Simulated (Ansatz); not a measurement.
# Trimethylindium (TMIn) (C3H9In): ionisation energy by level of theory

How much energy removes an electron from trimethylindium (TMIn) (C3H9In) at fixed geometry? The cation is run at each level and the neutral's energy taken from earlier runs.

Program: Ansatz 0.2.0, Gaussian basis. Level of theory: unrestricted cation, the program's frozen cores in correlated methods. These are calculated values, not measurements.

Levels to be run: UKS PBE-D4/def2-TZVPP; UKS r2SCAN-D4/def2-TZVPP; UKS PBE0-D4/def2-TZVPP; UKS B3LYP-D4/def2-TZVPP; UKS wB97X-V/def2-TZVPP; UKS wB97M-V/def2-TZVPP; UKS B2PLYP/def2-TZVPP; UHF-CCSD(T)/def2-TZVPP; UHF-MP2/def2-QZVPP; extrapolation to the limit; then −ε(HOMO) from the neutral's earlier runs with LDA (SPW92), PBE-D4, revPBE-D4, BLYP-D4, r2SCAN-D4, B97M-V, PBE0-D4, B3LYP-D4, r2SCANh-D4, r2SCAN0-D4, HSE06-D4, BHLYP-D4, CAM-B3LYP-D4, LC-ωPBE, ωB97X-V, ωB97M-V.

## 1. The geometry

The geometry comes from an earlier relaxation with PBE0-D4 in a triple-zeta def2 set; it is a stationary point, not always the lowest conformer. In takes the def2 core potential; no spin-orbit term is included.

SMILES `[CH3][In]([CH3])[CH3]`, 13 atoms, charge 0, spin multiplicity 1.

Atoms are counted from 1 here; the program's logs count them from 0.

Bond lengths: C1–In2 2.164 Å, C1–H5 1.091 Å, C1–H6 1.094 Å, C1–H7 1.091 Å, In2–C3 2.164 Å, In2–C4 2.164 Å, C3–H8 1.091 Å, C3–H9 1.091 Å, C3–H10 1.094 Å, C4–H11 1.091 Å, C4–H12 1.094 Å, C4–H13 1.091 Å. Angles: In2–C1–H5 111.3°, In2–C1–H6 109.3°, In2–C1–H7 111.3°, H5–C1–H6 107.8°, H5–C1–H7 109.2°, H6–C1–H7 107.8°, C1–In2–C3 120.0°, C1–In2–C4 120.1°, C3–In2–C4 119.9°, In2–C3–H8 111.3°, In2–C3–H9 111.4°, In2–C3–H10 109.2°, H8–C3–H9 109.2°, H8–C3–H10 107.8°, H9–C3–H10 107.8°, In2–C4–H11 111.4°, In2–C4–H12 109.3°, In2–C4–H13 111.3° and more.

Coordinates:

```mol
C3H9In
  3D, bonds by distance, orders not assigned

 13 12  0  0  0  0  0  0  0  0999 V2000
   -0.5062    1.8979   -0.9028 C   0  0
    0.0079   -0.0033   -0.0069 In  0  0
    1.4753   -0.0886    1.5810 C   0  0
   -0.9566   -1.8182   -0.6832 C   0  0
    0.3294    2.5980   -0.8537 H   0  0
   -1.3449    2.3394   -0.3570 H   0  0
   -0.8115    1.7770   -1.9433 H   0  0
    1.2764   -0.9182    2.2612 H   0  0
    1.5007    0.8425    2.1493 H   0  0
    2.4672   -0.2427    1.1466 H   0  0
   -1.2547   -1.7439   -1.7301 H   0  0
   -1.8587   -1.9908   -0.0893 H   0  0
   -0.3040   -2.6837   -0.5571 H   0  0
  1  2  8  0
  2  3  8  0
  2  4  8  0
  1  5  8  0
  1  6  8  0
  1  7  8  0
  3  8  8  0
  3  9  8  0
  3 10  8  0
  4 11  8  0
  4 12  8  0
  4 13  8  0
M  END
```

## 2. Cation, UKS PBE-D4/def2-TZVPP

File in.yaml:

```yaml
crystal:
  periodic: [false, false, false]
  atoms:
    - {symbol: C, position_ang: [-0.506159, 1.897919, -0.902757]}
    - {symbol: In, position_ang: [0.007933, -0.003272, -0.006865]}
    - {symbol: C, position_ang: [1.475278, -0.088563, 1.580970]}
    - {symbol: C, position_ang: [-0.956578, -1.818207, -0.683157]}
    - {symbol: H, position_ang: [0.329360, 2.597984, -0.853704]}
    - {symbol: H, position_ang: [-1.344905, 2.339395, -0.357024]}
    - {symbol: H, position_ang: [-0.811482, 1.777000, -1.943280]}
    - {symbol: H, position_ang: [1.276421, -0.918221, 2.261217]}
    - {symbol: H, position_ang: [1.500653, 0.842510, 2.149293]}
    - {symbol: H, position_ang: [2.467158, -0.242743, 1.146594]}
    - {symbol: H, position_ang: [-1.254680, -1.743940, -1.730087]}
    - {symbol: H, position_ang: [-1.858654, -1.990803, -0.089284]}
    - {symbol: H, position_ang: [-0.304041, -2.683658, -0.557116]}
basis:
  gaussian: {orbitals: def2-TZVPP}
total_charge: 1
magnetization: {spin_polarized: true, initial_magnetization: 1}
hamiltonian: {xc: pbe, dispersion: d4}
```

The run is started by

```bash
ansatz run in.yaml --threads 2 --pin off --events-out ev --progress --plain --max-ram 32768MiB --backend cpu
```

After this run come: Cation, UKS r2SCAN-D4/def2-TZVPP; Cation, UKS PBE0-D4/def2-TZVPP; Cation, UKS B3LYP-D4/def2-TZVPP; Cation, UKS wB97X-V/def2-TZVPP; Cation, UKS wB97M-V/def2-TZVPP; Cation, UKS B2PLYP (frozen core)/def2-TZVPP; Cation, UHF-CCSD(T)/def2-TZVPP; Cation, UHF-MP2/def2-QZVPP.

**Question.** What will the summary of the whole plan be? Wanted: ionisation energy, CCSD(T)/CBS; nearest functional by difference; nearest −ε(HOMO); −ε(HOMO) of PBE; T1 of the cation.

**Answer**, as computed:

| quantity | value |
| --- | --- |
| ionisation energy, CCSD(T)/CBS | 9.17 eV |
| nearest functional by difference | ωB97M-V (-0.05 eV) |
| nearest −ε(HOMO) | ωB97M-V (+0.01 eV) |
| −ε(HOMO) of PBE | 5.86 eV |
| T1 of the cation | 0.018 |

By cation minus neutral, the functionals miss by 0.46 eV at most. −ε(HOMO) of PBE misses by 3.3 eV, since self-interaction lifts the level. Among orbital estimates ωB97M-V comes nearest. Hartree-Fock falls 1.05 eV short, as the neutral has more correlation energy than the cation. The cation may have settled in a state other than its lowest; no search over hole states beyond the program's own was made. Correlated methods include outer-core shells of In, which these sets cover unevenly. With outer-core shells in play the reference is unsure by up to some tenths of an eV, so close misses can't be ranked.
